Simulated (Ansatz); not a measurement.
Consider an atomisation energy of CH₂NOSb, SMILES [OH][Sb]1[CH]=[N]1 (Ansatz 0.2.0 through its Python package).

Script `tae_ch2nosb.py`:
```python
"""Atomisation energy of CH2NOSb at the given geometry."""

from collections import Counter

import ansatz as az
from ase import Atoms


def energy(molecule, charge=0, unpaired=0):
    calc = (
        molecule.calculation()
        .basis(gaussian="def2-SVP")  # the orbital basis, by name
        .functional("b3lyp")
    )
    if charge:
        calc = calc.charge(charge)
    if unpaired:
        calc = calc.spin("collinear", total=unpaired)
    return calc.run(threads=1, pin="off").report["free_energy_ev"]

atoms = Atoms(["O", "Sb", "C", "N", "H", "H"], positions=[
    [-1.3097, 0.1716, -1.019],
    [0.5143, -0.5471, -1.0559],
    [0.6986, -0.1297, 0.8772],
    [0.3395, -1.3988, 0.7039],
    [-1.2298, 1.1866, -1.1466],
    [1.0293, 0.6533, 1.5941],
])
mol = az.Crystal.molecule_from_ase(atoms)

# Hund ground states
unpaired = {"O": 2, "Sb": 3, "C": 2, "N": 3, "H": 1}
counts = Counter(site.symbol for site in mol.cartesian_sites)
atom_energy = {s: energy(az.Crystal.molecule().atom(s, (0, 0, 0)), 0, unpaired[s]) for s in counts}
whole = energy(mol, 0, 0)
for s, e in atom_energy.items():
    print(f"{s:2s} x{counts[s]}  {e:14.5f} eV")
print(f"CH2NOSb: {whole:.5f} eV")
split = sum(counts[s] * e for s, e in atom_energy.items()) - whole
print(f"atomisation energy (no zero-point term): {96.485332 * split:.1f} kJ/mol, {split / sum(counts.values()):.3f} eV an atom")
```

What does it cost to take this molecule apart into atoms?

1933.9 kJ/mol from the electronic energies, without the zero-point term.

The output:

```console
$ python tae_ch2nosb.py
O  x1     -2040.87461 eV
Sb x1     -6538.57357 eV
C  x1     -1028.97301 eV
N  x1     -1484.04864 eV
H  x2       -13.63995 eV
CH2NOSb: -11139.79338 eV
atomisation energy (no zero-point term): 1933.9 kJ/mol, 3.341 eV an atom
```

Reading the output:
- The settings weren't tested for convergence.
- The geometry is a force-field or estimated start, not a minimum of this method, and the basis set is short of its limit. All parts are taken at fixed geometry, without zero-point energy.
- def2 sets replace the cores of elements past krypton by effective core potentials.
- b3lyp holds the VWN-RPA fit, as in Gaussian; the form of ORCA and Turbomole is b3lyp5.
- The spin-orbit lowering of heavy atoms is left out.
- Run time: 3.9 s on 1 thread of Arm Neoverse V1, on a shared host, peak memory 0.22 GiB.
